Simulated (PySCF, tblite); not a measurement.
# C₁₇H₁₄N₂: excited states

Aim: compute the excited states of C₁₇H₁₄N₂ (`c1ccc(N(c2ccccc2)c2cccnc2)cc1`).

Computed with tblite 0.8.0 and PySCF 2.14.0 and routines of our own; the level stands in each step. Atoms count from 0.

## 1. The system as given

33 atoms, charge 0, multiplicity 1; geometry from: force field or distance geometry start.

## 2. Geometry optimisation with GFN2-xTB

The job: settings as JSON, then the geometry in Å.

```
{"job": {"kind": "relax", "xc": "GFN2-xTB", "basis": "xTB"}, "charge": 0, "multiplicity": 1}
C     -3.353300    -2.351400     1.058400
C     -3.266000    -1.047500     1.547900
C     -2.170100    -0.248400     1.199100
C     -1.180500    -0.713300     0.319900
N     -0.063800     0.111000    -0.041400
C      1.257100    -0.456100    -0.133000
C      2.133100    -0.114300    -1.185800
C      3.420300    -0.664100    -1.255600
C      3.852400    -1.570200    -0.286400
C      2.996600    -1.917100     0.766300
C      1.715700    -1.367500     0.837700
C     -0.274900     1.501200    -0.346300
C      0.646300     2.489600     0.045300
C      0.423700     3.828800    -0.269600
C     -0.741400     4.168200    -0.948100
N     -1.660900     3.256600    -1.330400
C     -1.401600     1.961300    -1.031000
C     -1.301000    -2.039100    -0.161300
C     -2.382500    -2.837000     0.206400
H     -4.198900    -2.974000     1.346300
H     -4.025600    -0.660400     2.235500
H     -2.114100     0.759800     1.615100
H      1.814500     0.573700    -1.950900
H      4.063700    -0.406400    -2.084200
H      4.845400    -1.991600    -0.345100
H      3.327000    -2.616100     1.529500
H      1.081400    -1.636000     1.676400
H      1.546700     2.219100     0.592300
H      1.126700     4.598000     0.028200
H     -0.960400     5.191800    -1.198900
H     -2.153500     1.262900    -1.385500
H     -0.558200    -2.430100    -0.844700
H     -2.460700    -3.849900    -0.194500
```

Launch:

```
> OMP_NUM_THREADS=2 python excited_run.py task.json out
```

One launch serves the whole session: the jobs run in the order shown.

Standard output:

```text
step      E/eV     max force
  0   -1343.13538    1.940
  1   -1343.22652    0.764
  2   -1343.26264    0.634
  3   -1343.32142    0.344
  4   -1343.33347    0.220
  5   -1343.35908    0.275
  6   -1343.37880    0.355
  7   -1343.40538    0.319
  8   -1343.42196    0.221
  9   -1343.43145    0.196
 10   -1343.43615    0.172
 11   -1343.43902    0.100
 12   -1343.44070    0.068
 13   -1343.44163    0.047
 14   -1343.44217    0.042
 15   -1343.44252    0.037
 16   -1343.44278    0.038
 17   -1343.44300    0.033
 18   -1343.44320    0.034
 19   -1343.44343    0.035
 20   -1343.44374    0.048
 21   -1343.44422    0.052
 22   -1343.44493    0.054
 23   -1343.44584    0.059
 24   -1343.44694    0.074
 25   -1343.44819    0.072
 26   -1343.44948    0.083
 27   -1343.45060    0.068
 28   -1343.45143    0.059
 29   -1343.45210    0.052
 30   -1343.45275    0.046
 31   -1343.45331    0.044
 32   -1343.45369    0.031
 33   -1343.45390    0.030
 34   -1343.45407    0.031
 35   -1343.45424    0.025
 36   -1343.45440    0.024
 37   -1343.45455    0.025
 38   -1343.45468    0.024
 39   -1343.45478    0.018
 40   -1343.45485    0.014
 41   -1343.45489    0.011
 42   -1343.45492    0.011
 43   -1343.45495    0.011
 44   -1343.45497    0.008
```

Run time: 0.55 s. Hardware: 2 threads of Arm Neoverse V2, shared host; peak memory 0.18 GiB.

Along the way: (not every step is listed)

```csv
step,energy from step 0 (eV),largest force (eV/Å)
0,0.0000,1.9398
1,-0.0911,0.7642
2,-0.1273,0.6336
3,-0.1860,0.3435
4,-0.1981,0.2200
5,-0.2237,0.2750
6,-0.2434,0.3548
7,-0.2700,0.3191
8,-0.2866,0.2208
11,-0.3036,0.1000
14,-0.3068,0.0415
17,-0.3076,0.0332
20,-0.3084,0.0475
23,-0.3105,0.0587
26,-0.3141,0.0828
29,-0.3167,0.0523
32,-0.3183,0.0306
35,-0.3189,0.0249
38,-0.3193,0.0238
39,-0.3194,0.0185
40,-0.3195,0.0143
41,-0.3195,0.0110
42,-0.3195,0.0112
43,-0.3196,0.0108
44,-0.3196,0.0082
```

Distances of close pairs at the start and the end, largest changes first:

```csv
bond,before (Å),after (Å),change (Å)
N4–C11,1.439,1.391,-0.047
N15–C16,1.355,1.316,-0.039
N4–C5,1.440,1.403,-0.038
C3–N4,1.434,1.403,-0.032
C14–N15,1.350,1.323,-0.027
C3–C17,1.416,1.394,-0.022
C6–C7,1.401,1.382,-0.020
C1–C2,1.400,1.381,-0.019
```

The end geometry stands in the next job.

## 3. Vibrational analysis with GFN2-xTB

The job: settings as JSON, then the geometry in Å.

```
{"job": {"kind": "ir", "xc": "GFN2-xTB", "basis": "xTB"}, "charge": 0, "multiplicity": 1}
C     -3.296858    -2.311971     1.038610
C     -3.227760    -1.002688     1.485171
C     -2.161300    -0.198763     1.132769
C     -1.149089    -0.695809     0.313001
N     -0.064744     0.115610    -0.051554
C      1.221788    -0.438204    -0.127611
C      2.100559    -0.052296    -1.138995
C      3.367748    -0.598853    -1.204208
C      3.774679    -1.539994    -0.272965
C      2.902239    -1.931892     0.728958
C      1.635969    -1.385567     0.807459
C     -0.261712     1.465505    -0.325585
C      0.706913     2.423203    -0.013837
C      0.459937     3.749503    -0.313842
C     -0.743578     4.083338    -0.917615
N     -1.671460     3.186627    -1.210461
C     -1.442611     1.922800    -0.924279
C     -1.222655    -2.014089    -0.134204
C     -2.288504    -2.813144     0.232117
H     -4.130799    -2.937587     1.317688
H     -4.005385    -0.605739     2.120508
H     -2.105591     0.818637     1.491335
H      1.781734     0.672166    -1.874547
H      4.038524    -0.294762    -1.994155
H      4.764058    -1.967263    -0.329807
H      3.212107    -2.663190     1.460592
H      0.958822    -1.685589     1.593718
H      1.631258     2.123519     0.459331
H      1.187205     4.510965    -0.077277
H     -0.979720     5.105288    -1.179404
H     -2.230691     1.227901    -1.185177
H     -0.442176    -2.403563    -0.771530
H     -2.335846    -3.832279    -0.122287
```

Standard output:

```text
mode    cm-1     km/mol
  1      43.3      0.79
  2      44.7      2.17
  3      61.6      0.04
  4      75.3      0.18
  5      77.3      0.33
  6      97.5      0.65
  7     200.8      0.17
  8     226.5      1.65
  9     231.6      2.21
 10     285.3      0.05
 11     322.7      0.78
 12     327.0      0.21
 13     375.3      3.99
 14     377.8      2.56
 15     384.8      0.84
 16     393.7      1.06
 17     473.5      7.49
 18     477.6     10.51
 19     496.6      1.56
 20     582.3      0.14
 21     586.2      0.39
 22     593.2      0.66
 23     599.0      4.68
 24     611.5      2.32
 25     660.3      2.29
 26     666.4      7.75
 27     685.1      9.88
 28     717.6      1.06
 29     756.8     50.92
 30     760.9      1.52
 31     784.2      7.97
 32     874.6      0.33
 33     875.9      0.14
 34     892.8      0.61
 35     893.8      0.69
 36     898.2      0.74
 37     900.3      0.12
 38     909.6      3.58
 39     923.0      3.70
 40     925.2      0.53
 41     927.8      0.42
 42     929.0      0.06
 43     929.4      0.04
 44     930.2      0.04
 45     985.3      2.16
 46    1005.1      4.90
 47    1013.3      6.86
 48    1083.6      0.01
 49    1084.5      0.05
 50    1095.6      2.28
 51    1122.0      2.14
 52    1124.3      0.29
 53    1140.9      7.91
 54    1180.6      0.09
 55    1180.6      0.12
 56    1189.6      1.92
 57    1195.3      4.79
 58    1196.0      5.48
 59    1213.9      1.74
 60    1264.7      9.78
 61    1276.5      6.76
 62    1281.8     23.34
 63    1289.9     22.08
 64    1313.5    255.36
 65    1321.4     18.05
 66    1324.3    237.59
 67    1327.3      4.55
 68    1411.5     89.15
 69    1436.3     13.76
 70    1442.1      2.53
 71    1455.1    105.07
 72    1473.1    119.20
 73    1476.1    198.86
 74    1553.8     30.49
 75    1571.1     69.41
 76    1579.0      6.54
 77    1583.3      4.02
 78    1595.5    122.98
 79    1599.9     29.88
 80    3055.6     29.95
 81    3069.2     21.13
 82    3073.5     39.06
 83    3077.0      4.85
 84    3077.7      9.13
 85    3079.5      5.24
 86    3079.8      3.93
 87    3086.4     24.04
 88    3087.4     31.64
 89    3090.2     92.68
 90    3091.0     67.54
 91    3092.0     46.15
 92    3099.7     71.65
 93    3100.0     24.17
```

Wall time 2.1 s (2 threads of Arm Neoverse V2, shared host); peak memory 0.18 GiB.

Which atoms move in the most intense modes:

```csv
cm⁻¹,km/mol,atoms
1314,255.4,"N4 32 %, C5 17 %"
1324,237.6,"N4 29 %, C11 12 %"
1412,89.2,"C11 23 %, N15 22 %, C16 12 %"
1455,105.1,"C11 18 %, C13 16 %"
1473,119.2,C5 13 %
1476,198.9,C3 14 %
1596,123.0,"C7 12 %, C9 11 %, C1 11 %, C10 11 %"
3090,92.7,"H26 24 %, H25 14 %, H21 13 %, H20 11 %"
```

## 4. Excited states: TDA CAM-B3LYP/def2-SVP

Settings changed since step 3:

```diff
@@ -1,2 +1,2 @@
-{"job": {"kind": "ir", "xc": "GFN2-xTB", "basis": "xTB"}, "charge": 0, "multiplicity": 1}
+{"job": {"kind": "states", "xc": "CAM-B3LYP", "basis": "def2-SVP", "tda": true, "soc": true, "nstates": 8, "ntriplets": 5, "nquad": 4}, "charge": 0, "multiplicity": 1}
 C     -3.296858    -2.311971     1.038610
```

With the program's defaults for keys left out, this is: TDA CAM-B3LYP/def2-SVP excited states, vertical, gas phase, spin-orbit mean-field couplings.

Standard output:

```text
coarse grid: 29272 points
cycle   1  E = -764.5119221552  dE =  4.559e+00  |g| = 5.294e-01  |ddm| = 8.032e+00
cycle   2  E = -764.5071116628  dE =  4.810e-03  |g| = 6.104e-01  |ddm| = 1.814e+00
cycle   3  E = -764.5923826312  dE = -8.527e-02  |g| = 1.295e-01  |ddm| = 8.353e-01
cycle   4  E = -764.5962031423  dE = -3.821e-03  |g| = 5.857e-02  |ddm| = 2.411e-01
cycle   5  E = -764.5970909333  dE = -8.878e-04  |g| = 1.125e-02  |ddm| = 9.109e-02
cycle   6  E = -764.5971182514  dE = -2.732e-05  |g| = 3.344e-03  |ddm| = 1.480e-02
cycle   7  E = -764.5971213078  dE = -3.056e-06  |g| = 1.206e-03  |ddm| = 5.425e-03
final grid: 287728 points
cycle   8  E = -764.7504940965  dE = -8.557e-05  |g| = 4.788e-03  |ddm| = 7.979e-02
cycle   9  E = -764.7504972044  dE = -3.108e-06  |g| = 3.654e-03  |ddm| = 1.342e-02
cycle  10  E = -764.7505006243  dE = -3.420e-06  |g| = 5.784e-04  |ddm| = 4.807e-03
cycle  11  E = -764.7505006885  dE = -6.419e-08  |g| = 3.373e-04  |ddm| = 1.100e-03
cycle  12  E = -764.7505007178  dE = -2.935e-08  |g| = 7.068e-05  |ddm| = 5.547e-04
cycle  13  E = -764.7505007191  dE = -1.234e-09  |g| = 2.667e-05  |ddm| = 1.036e-04
cycle  14  E = -764.7505007193  dE = -2.278e-10  |g| = 9.991e-06  |ddm| = 5.715e-05
converged SCF energy = -764.7505007193

Singlet excitations
state   eV       nm        f     d(h-e)  d(exc)  Lambda  PR(NTO)  |dmu|/D   mu/D   main configurations
  1   4.3333   286.1   0.06830   0.888   3.901   0.644   1.149    2.805    4.080   H->L 0.90
  2   4.5297   273.7   0.24710   0.712   3.861   0.678   1.093    2.255    4.199   H->L+1 0.90
  3   4.6056   269.2   0.23723   1.086   3.890   0.648   1.086    3.579    3.189   H->L+2 0.91
  4   4.9947   248.2   0.12603   0.585   3.482   0.644   1.828    1.746    1.399   H->L+3 0.62
  5   5.1231   242.0   0.05711   0.637   3.561   0.588   1.806                     H->L+4 0.70
  6   5.2153   237.7   0.03373   0.770   2.961   0.649   1.313                     H-2->L 0.38, H->L+3 0.14, H-2->L+3 0.12
  7   5.4775   226.4   0.02871   1.176   3.030   0.603   1.103                     H-2->L+1 0.44, H-1->L+1 0.19
  8   6.2061   199.8   0.03748   0.785   3.758   0.643   2.819                     H-1->L+2 0.14, H->L+3 0.12, H-2->L+2 0.09

Triplet excitations (Tamm-Dancoff)
state   eV     d(h-e)  d(exc)  Lambda  PR(NTO)   main configurations
  1   3.4556   0.645   3.336   0.678   1.331   H->L+1 0.44, H->L 0.35
  2   3.5469   0.364   3.260   0.651   1.547   H->L+2 0.68
  3   3.7326   0.536   3.467   0.662   1.293   H->L 0.43, H->L+1 0.30
  4   4.1796   0.238   2.887   0.701   2.769   H->L+3 0.27, H->L+5 0.15
  5   4.2116   0.202   2.911   0.720   2.779   H->L+3 0.32, H-5->L+1 0.15, H->L+5 0.13
S1 - T1 = 0.8777 eV

Spin-orbit couplings |<S|Hso|T>| (cm-1)
             T1       T2       T3       T4       T5
S0        1.763    2.244    5.605    8.550    6.225
S1        0.557    0.908    0.578    0.376    0.426
S2        0.532    1.086    0.741    0.165    0.310
S3        1.125    0.559    0.787    0.139    0.095
S4        1.064    0.342    0.519    0.685    0.678
S5        0.220    0.084    0.319    0.389    0.389
S6        1.945    0.136    0.678    1.590    1.370
S7        0.820    0.482    0.532    0.939    0.375
S8        0.480    0.305    0.320    0.330    0.313
T1 sublevels (cm-1): 0.000 0.000 0.001   radiative rates (1/s): 0.85 2.53 1.38
```

Wall time 5 min (2 threads of Arm Neoverse V2, shared host); peak memory 2.6 GiB.

From this job:

```csv
quantity,value
S1 less T1,0.88 eV
```

Orbitals, density, ELF and potential are computed afterwards from the orbital file.

Frontier orbitals at CAM-B3LYP/def2-SVP, with the share of their density that lies nearest to each atom:

```csv
orbital,energy (eV),lies on
HOMO,-6.59,N4 25 %; 4 C atoms about 6 % each
LUMO,0.37,C12 15 %; N15 15 %; 6 C atoms about 6 % each
```

ELF in a plane through or near 10 of the atoms.

Ten even steps from ' ' (0.00) to '@' (1.00):
```
                                                        
                                                        
                              ++@@@@::                  
                              %%@@@@++                  
                      ..======++##**                    
                      ..--++******%%++--..              
                      ::****--  --****==..              
              ......    ++@@%%++****++..                
          ..==++****++..  ++::--##==::                  
          ..**##**++@@****--====                        
    ..@@@@@@::==..  ++--**++%%++####**==..              
    ::@@@@@@==%%**++**%%::..++::++**####++..            
      --==....++******==  ::****..  ++%%++..            
              ..::....    ::++**++##::--==              
                            ::++**##++@@@@%%..          
                              ....  ::@@@@@@            
                                      ..::              
                                                        
                                                        
                                                        
```
The map spans 15.5 Å across and 15.4 Å up, centred on the molecule. Atoms in the plane (x, y in Å): C0 (-4.1, -0.7), C3 (-1.4, -0.1), N4 (0.0, 0.1), C5 (0.9, -0.9), C8 (2.8, -3.0), C11 (0.4, 1.5), C14 (1.2, 4.1), H19 (-5.2, -0.9), H24 (3.5, -3.8), H29 (1.5, 5.1).

On the surface of density 0.002 e/bohr³ the electrostatic potential runs, from the 1st to the 99th percentile, from -1.64 V near N15 to 0.82 V near H28.

## 5. What came out

```
                                   quantity                  value
  strongest single infrared mode (GFN2-xTB)  1314 cm⁻¹, 255 km/mol
               zero-point energy (GFN2-xTB)         162.0 kcal/mol
S1 less T1 (step 4, TDA CAM-B3LYP/def2-SVP)                0.88 eV
      surface potential, 1st and 99th percentile     -1.64 V and 0.82 V
```

All 93 modes are real, so the xTB geometry is a minimum. The strongest single mode, at 1314 cm⁻¹, is spread over many atoms; the largest shares are those of N4, C5. Unscaled tight-binding wavenumbers are off by several per cent, some by more. Its intensities can rank the bands wrongly. In step 4, the number of triplets below S1 is at least 5, and the largest singlet-triplet spin-orbit coupling is S0–T4, 8.55 cm⁻¹.
